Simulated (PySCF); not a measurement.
# Al16H13O31−: electronic excitations

Wanted: electronic excitations for Al16H13O31−.

Programs: PySCF 2.14.0, with routines of our own; each step states its level. All values are computed. Atoms count from 0.

## 1. The starting structure

60 atoms, charge -1, multiplicity 1; geometry from: GFN2-xTB.

## 2. Electronic excitations: TDA B3LYP/6-31G*

The job: settings as JSON, then the geometry in Å.

```
{"job": {"kind": "uv", "basis": "6-31G*", "grid": 1, "kgrid": 0, "vcut": 1.5, "nstates": 5, "ntriplets": 2, "tda": true, "delta": ["ip_vertical"], "pop": false, "xc": "B3LYP"}, "charge": -1, "multiplicity": 1}
Al    -0.988551    -0.643911    -1.098367
Al    -0.718874    -3.496453    -1.813345
Al    -1.896909    -2.648085     0.857633
Al    -1.677421    -0.154446     1.769438
Al    -1.019052     2.504966     1.511507
Al    -1.892201     2.266285    -2.162073
Al    -3.393215     0.420334    -0.141199
Al     2.848319    -0.583459    -0.000874
Al     2.310476    -3.140776    -1.053387
Al     0.643045    -1.638953     1.480222
Al     1.249443    -1.086767    -2.717065
Al     2.467441     0.480657     2.394857
Al     0.343946     3.725429    -1.141665
Al     0.281783     1.525043    -3.276941
Al     0.883143     1.236847    -0.485921
Al    -0.007648     0.313316     3.740423
O     -2.879135    -1.273806     1.073976
O     -2.303899     1.295193     0.951500
O     -0.346228    -0.464893     0.523193
O     -0.346243    -1.791079    -2.166583
O     -2.735350    -0.711570    -1.432098
O     -0.801932     1.005081    -1.503878
O     -1.151637    -4.361994    -3.154071
O     -1.963016    -3.364804    -0.635052
O      0.743540    -4.093694    -1.006048
O     -0.497252    -2.878013     1.737737
O     -1.486295    -0.508536     3.367407
O     -0.220908     1.707920     2.750610
O      0.193751     2.692978     0.271941
O     -1.827197     3.982679     1.484568
O     -1.478836     3.811739    -1.417821
O     -1.229497     2.242371    -3.716453
O     -3.419321     1.788279    -1.502375
O     -5.041765     0.432108     0.076671
O      1.899655    -2.084231     0.379915
O      2.105270     0.970866     0.758120
O      3.733046    -0.558862     1.715686
O      4.260774    -0.931257    -0.824840
O      1.653005    -0.073534    -1.348455
O      3.428953    -4.270282    -0.573506
O      2.287446    -2.398046    -2.573236
O      1.212936    -0.716973     2.817276
O      0.869877     0.093939    -3.886768
O      0.866777     5.278055    -1.017551
O      1.138104     2.546432    -2.141431
O      0.516211     0.590383     5.289772
O      2.933232     1.499564     3.615374
H     -5.633256     0.021656     0.686369
H      1.563546     5.857738    -0.761275
H      4.351757    -4.365894    -0.409682
H      0.693697     0.203008     6.130734
H      2.288609     1.843589     4.220624
H     -2.300077     4.568050     2.054689
H      0.682009    -4.528762    -0.155216
H      4.442792    -0.992360    -1.750751
H     -3.134651    -1.574188    -1.589699
H      4.476534    -1.083919     1.990605
H     -4.323571     2.051042    -1.636270
H     -0.875254    -4.538074    -4.038062
H     -1.766116     4.023672    -0.510810
```

Method: TDA B3LYP/6-31G*, vertical, gas phase, core orbitals frozen in the response, virtual orbitals cut by energy.

Command:

```
OMP_NUM_THREADS=8 python large_run.py task.json out
```

The driver reads the jobs from task.json and runs them one after another.

Log:

```text
start: PBE on a coarse grid of 62058 points
cycle   1  E = -6214.1025136493  dE =  1.206e+01  |g| = 4.352e+00  |ddm| = 1.052e+01
cycle   2  E = -6201.3222570475  dE =  1.278e+01  |g| = 8.621e+00  |ddm| = 4.023e+01
cycle   3  E = -6217.1616519200  dE = -1.584e+01  |g| = 1.532e+00  |ddm| = 3.708e+01
cycle   4  E = -6217.6246585071  dE = -4.630e-01  |g| = 4.500e-01  |ddm| = 2.220e+00
cycle   5  E = -6217.6552496882  dE = -3.059e-02  |g| = 2.077e-01  |ddm| = 1.044e+00
cycle   6  E = -6217.6642369388  dE = -8.987e-03  |g| = 7.756e-02  |ddm| = 4.056e-01
cycle   7  E = -6217.6653063890  dE = -1.069e-03  |g| = 2.282e-02  |ddm| = 1.033e-01
cycle   8  E = -6217.6653900289  dE = -8.364e-05  |g| = 1.038e-02  |ddm| = 3.826e-02
cycle   9  E = -6217.6654147488  dE = -2.472e-05  |g| = 2.726e-03  |ddm| = 1.422e-02
final grid: 258408 points
cycle  10  E = -6221.9056972929  dE = -1.018e-02  |g| = 3.276e-01  |ddm| = 1.338e+00
cycle  11  E = -6221.8797090879  dE =  2.599e-02  |g| = 4.969e-01  |ddm| = 9.803e-01
cycle  12  E = -6221.9245764142  dE = -4.487e-02  |g| = 4.369e-02  |ddm| = 6.438e-01
cycle  13  E = -6221.9249275732  dE = -3.512e-04  |g| = 6.390e-03  |ddm| = 4.674e-02
cycle  14  E = -6221.9249316678  dE = -4.095e-06  |g| = 2.321e-03  |ddm| = 1.351e-02
cycle  15  E = -6221.9249353230  dE = -3.655e-06  |g| = 7.510e-04  |ddm| = 3.948e-03
cycle  16  E = -6221.9249356543  dE = -3.314e-07  |g| = 2.087e-04  |ddm| = 1.095e-03
cycle  17  E = -6221.9249342363  dE =  1.418e-06  |g| = 8.360e-05  |ddm| = 3.295e-04
converged SCF energy = -6221.9249342363

Static polarisability (au): isotropic 298.449, principal 287.618 298.464 309.265

Singlet excitations
state   eV       nm        f      main configurations
  1   4.8816    254.0   0.01152   H->L 0.97
  2   5.4730    226.5   0.00899   H-2->L 0.62, H-4->L 0.19
  3   5.4896    225.9   0.00636   H-1->L 0.96
  4   5.6902    217.9   0.00119   H-3->L 0.92
  5   5.7276    216.5   0.00071   H->L+1 0.80, H-4->L 0.09

Triplet excitations (Tamm-Dancoff, eV): 4.8252 5.3964
```

Run time: 9.2 min. Hardware: 8 threads of Intel Xeon at 2.50GHz, shared host; peak memory 8.3 GiB.

Warnings kept with the result: ip_vertical: open-shell SCF did not converge.

The orbitals next to the gap, with their largest atomic shares:

```tsv
orbital	eV	atoms
HOMO−4	-5.16	O46 23 %, O26 19 %, O45 15 %
HOMO−3	-5.11	O39 37 %, O42 18 %, O38 9 %
HOMO−2	-5.08	O26 31 %, O45 20 %, O46 20 %
HOMO−1	-4.88	O40 52 %, O37 33 %
HOMO	-4.49	O26 54 %, O27 29 %, O25 5 %
LUMO	1.09	Al2 51 %, Al0 4 %, Al9 4 %
LUMO+1	1.77	Al5 20 %, Al13 14 %, Al2 13 %
LUMO+2	2.46	Al5 13 %, Al13 11 %, Al6 8 %
LUMO+3	2.66	Al13 19 %, Al2 15 %, Al0 5 %
```

With each of the 5 states as a Gaussian band of 0.4 eV half-width at 1/e, the curve within the window shown has maxima at 228 nm (ε 730) L/(mol cm). Beyond the last state computed it falls off for lack of states. The curve at chosen wavelengths:

nm, ε (L/mol/cm) and a bar:
```
      206        136 ####
      209        219 #######
      213        361 ##############
      216        476 ###################
      219        582 #######################
      223        685 ############################
      226        724 ##############################
      229        730 ##############################
      233        704 #############################
      236        673 ###########################
      239        642 ##########################
      243        609 #########################
      246        591 ########################
      249        574 #######################
      252        554 ######################
      256        516 ####################
      259        477 ###################
      262        430 #################
      266        359 ##############
      269        304 ###########
      272        251 #########
      276        187 ######
      279        145 ####
      282        111 ###
      286         75 #
      289         54
```

Leading natural transition orbitals of singlet state 1: the hole lies on O26 61 %; O27 22 %; O25 9 %; the particle on Al2 41 %; O16, O23, O25 about 10 % each.

Ground-state properties from the same run:

```tsv
property	computed
polarisability (Å³)	44.23
HOMO–LUMO gap (eV)	5.58
−ε(HOMO) (eV)	4.49
```

Orbitals, density, ELF and potential are computed afterwards from the orbital file.

Frontier orbitals at B3LYP/6-31G*, with the share of their density that lies nearest to each atom:

```tsv
orbital	energy (eV)	lies on
HOMO	-4.49	O26 57 %; O27 29 %
LUMO	1.09	Al2 39 %; O16, O23, O25 about 10 % each
```

ELF in a plane through or near 9 of the atoms.

Values, 10 rows by 14 columns:
```
0.00 0.00 0.00 0.00 0.00 0.00 0.00 0.00 0.00 0.00 0.00 0.00 0.00 0.00
0.00 0.00 0.00 0.00 0.01 0.00 0.00 0.00 0.00 0.00 0.00 0.00 0.00 0.00
0.00 0.00 0.00 0.48 0.78 0.24 0.00 0.14 0.01 0.13 0.21 0.00 0.00 0.00
0.00 0.00 0.00 0.02 0.15 0.60 0.43 0.73 0.05 0.50 0.49 0.00 0.00 0.00
0.00 0.00 0.00 0.63 0.60 0.26 0.13 0.20 0.12 0.04 0.00 0.00 0.00 0.00
0.00 0.04 0.81 0.57 0.39 0.73 0.24 0.78 0.06 0.09 0.79 0.53 0.00 0.00
0.00 0.00 0.19 0.27 0.38 0.37 0.08 0.13 0.30 0.09 0.61 0.31 0.00 0.00
0.00 0.00 0.00 0.00 0.10 0.75 0.22 0.13 0.02 0.05 0.00 0.00 0.00 0.00
0.00 0.00 0.00 0.00 0.01 0.02 0.25 0.67 0.51 0.00 0.00 0.00 0.00 0.00
0.00 0.00 0.00 0.00 0.00 0.00 0.00 0.09 0.00 0.00 0.00 0.00 0.00 0.00
```
The map spans 17.1 Å across and 15.2 Å up, centred on the molecule. Atoms in the plane (x, y in Å): Al0 (-0.2, 1.6), Al4 (2.9, -1.0), Al11 (-0.4, -3.4), O29 (4.5, -0.9), O32 (3.0, 2.9), O34 (-2.7, -1.0), O46 (0.4, -4.9), H57 (3.7, 3.5), H58 (-4.1, 4.6).

On the surface of density 0.002 e/bohr³ the electrostatic potential runs, from the 1st to the 99th percentile, from -4.25 V near O26 to 0.53 V near Al2.

## 3. Electronic excitations: TDDFT PBE/6-31G*

The job, as its differences from that of step 2:

```diff
@@ -1,2 +1,2 @@
-{"job": {"kind": "uv", "basis": "6-31G*", "grid": 1, "kgrid": 0, "vcut": 1.5, "nstates": 5, "ntriplets": 2, "tda": true, "delta": ["ip_vertical"], "pop": false, "xc": "B3LYP"}, "charge": -1, "multiplicity": 1}
+{"job": {"kind": "uv", "basis": "6-31G*", "grid": 1, "kgrid": 0, "vcut": null, "nstates": 5, "ntriplets": 2, "tda": false, "delta": ["ip_vertical"], "pop": false, "xc": "PBE"}, "charge": -1, "multiplicity": 1}
 Al    -0.988551    -0.643911    -1.098367
```

Method: TDDFT PBE/6-31G*, vertical, gas phase, core orbitals frozen in the response.

Log:

```text
start: PBE on a coarse grid of 62058 points
cycle   1  E = -6214.1029963347  dE =  1.206e+01  |g| = 4.352e+00  |ddm| = 1.052e+01
cycle   2  E = -6201.3242428943  dE =  1.278e+01  |g| = 8.621e+00  |ddm| = 4.020e+01
cycle   3  E = -6217.1622277920  dE = -1.584e+01  |g| = 1.532e+00  |ddm| = 3.704e+01
cycle   4  E = -6217.6251137881  dE = -4.629e-01  |g| = 4.500e-01  |ddm| = 2.220e+00
cycle   5  E = -6217.6557072700  dE = -3.059e-02  |g| = 2.076e-01  |ddm| = 1.044e+00
cycle   6  E = -6217.6646854867  dE = -8.978e-03  |g| = 7.754e-02  |ddm| = 4.056e-01
cycle   7  E = -6217.6657524852  dE = -1.067e-03  |g| = 2.282e-02  |ddm| = 1.033e-01
cycle   8  E = -6217.6658358419  dE = -8.336e-05  |g| = 1.038e-02  |ddm| = 3.824e-02
cycle   9  E = -6217.6658560232  dE = -2.018e-05  |g| = 2.726e-03  |ddm| = 1.421e-02
final grid: 258408 points
cycle  10  E = -6216.9776831937  dE = -1.814e-04  |g| = 3.718e-02  |ddm| = 2.426e-01
cycle  11  E = -6216.9769305335  dE =  7.527e-04  |g| = 7.316e-02  |ddm| = 1.470e-01
cycle  12  E = -6216.9779247401  dE = -9.942e-04  |g| = 8.680e-03  |ddm| = 1.046e-01
cycle  13  E = -6216.9779427223  dE = -1.798e-05  |g| = 1.245e-03  |ddm| = 9.994e-03
cycle  14  E = -6216.9779419293  dE =  7.930e-07  |g| = 4.950e-04  |ddm| = 2.862e-03
cycle  15  E = -6216.9779421060  dE = -1.767e-07  |g| = 1.960e-04  |ddm| = 8.679e-04
cycle  16  E = -6216.9779374997  dE =  4.606e-06  |g| = 4.196e-05  |ddm| = 2.832e-04
converged SCF energy = -6216.9779374997

Static polarisability (au): isotropic 332.375, principal 320.709 331.634 344.781

Singlet excitations
state   eV       nm        f      main configurations
  1   3.7222    333.1   0.00649   H->L 1.00
  2   4.0653    305.0   0.00479   H-1->L 1.00
  3   4.2271    293.3   0.00090   H-2->L 0.99
  4   4.2380    292.6   0.00056   H-3->L 0.99
  5   4.3505    285.0   0.00326   H-4->L 0.96

Triplet excitations (Tamm-Dancoff, eV): 3.6900 4.0540
```

Wall time 2.9 min (8 threads of Intel Xeon at 2.50GHz, shared host); peak memory 5.5 GiB.

Warnings kept with the result: ip_vertical: open-shell SCF did not converge.

## 4. What came out

| quantity | value |
| --- | --- |
| lowest singlet (B3LYP/6-31G*) | 4.88 eV (254 nm), f = 0.012 |
| lowest triplet | 4.83 eV |

What this shows: The first singlet state (HOMO→LUMO 0.97) lies at 4.88 eV and is weak; of the 5 states computed, the strongest absorption comes from states 2 to 3 together at 5.47 eV. The lowest triplet lies 0.06 eV below the lowest singlet. The lowest singlet lies above −ε(HOMO); no detachment energy was computed, so the anion's states may not be bound. The geometry comes from tight binding, which is rough for metal atoms, and these values hang on it.
